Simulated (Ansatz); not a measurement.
# CHF₂NOSn: how energies converge with the basis set

An exercise on one series of results from a longer session: the logs are not shown, and one member is left open.

The runs use Ansatz 0.2.0, Gaussian basis; one geometry, several basis sets.

The runs, in order: PBE0-D4/def2-SVP; ωB97M-V/def2-SVP; PBE0-D4/def2-QZVPP; ωB97M-V/def2-QZVPP; the functionals' def2-TZVPP values are taken from earlier runs.

## Structure used throughout

All runs share one geometry, relaxed beforehand with PBE0-D4 in a triple-zeta def2 set. Sn takes the def2 core potential; no spin-orbit term is included.

7 atoms, charge 0, spin multiplicity 1.

Atoms are counted from 1 here; the program's logs count them from 0.

Bond lengths: O1–C2 1.160 Å, C2–N3 1.208 Å, N3–Sn4 1.982 Å, Sn4–F5 1.898 Å, Sn4–F6 1.898 Å, Sn4–H7 1.680 Å. Angles: O1–C2–N3 175.8°, C2–N3–Sn4 135.8°, N3–Sn4–F5 106.8°, N3–Sn4–F6 106.8°, N3–Sn4–H7 114.4°, F5–Sn4–F6 104.0°, F5–Sn4–H7 112.1°, F6–Sn4–H7 112.1°.

Set-up of the first run:

The input, in.yaml:

```yaml
crystal:
  periodic: [false, false, false]
  atoms:
    - {symbol: O, position_ang: [-0.653741, -2.938360, -0.077944]}
    - {symbol: C, position_ang: [-0.075707, -1.932297, -0.071134]}
    - {symbol: N, position_ang: [0.601214, -0.932093, -0.069530]}
    - {symbol: Sn, position_ang: [0.256665, 1.017295, 0.017950]}
    - {symbol: F, position_ang: [-0.927024, 1.428750, -1.407450]}
    - {symbol: F, position_ang: [-0.781617, 1.320498, 1.577517]}
    - {symbol: H, position_ang: [1.641409, 1.968205, -0.015109]}
basis:
  gaussian: {orbitals: def2-SVP}
hamiltonian: {xc: pbe0, dispersion: d4}
output: {orbitals: {seedname: orbitals}}
```

Run with:

```sh
> ansatz run in.yaml --threads 2 --pin off --events-out ev --progress --plain --max-ram 31744MiB --backend cpu
```

Among the steps run: PBE0-D4 in def2-SVP; ωB97M-V in def2-SVP; PBE0-D4 in def2-QZVPP; ωB97M-V in def2-QZVPP.

One table of the session follows, with a row left open; its other results are not shown here.

It belongs to the step «Density functionals: the series». 

| functional | basis | HOMO (eV) | LUMO (eV) |
| --- | --- | --- | --- |
| PBE0-D4 | def2-SVP | -9.14 | -1.71 |
| PBE0-D4 | def2-TZVPP | -9.25 | -1.93 |
| PBE0-D4 | def2-QZVPP | -9.27 | -1.98 |
| ωB97M-V | def2-SVP | -11.36 | 0.48 |
| ωB97M-V | def2-TZVPP | ? | ? |
| ωB97M-V | def2-QZVPP | -11.54 | 0.00 |

**Question.** Estimate the row for ωB97M-V, def2-TZVPP.

The run gave: HOMO (eV): -11.51; LUMO (eV): 0.13. In the column «HOMO (eV)» it lies between ωB97M-V, def2-QZVPP (-11.54) and ωB97M-V, def2-SVP (-11.36).
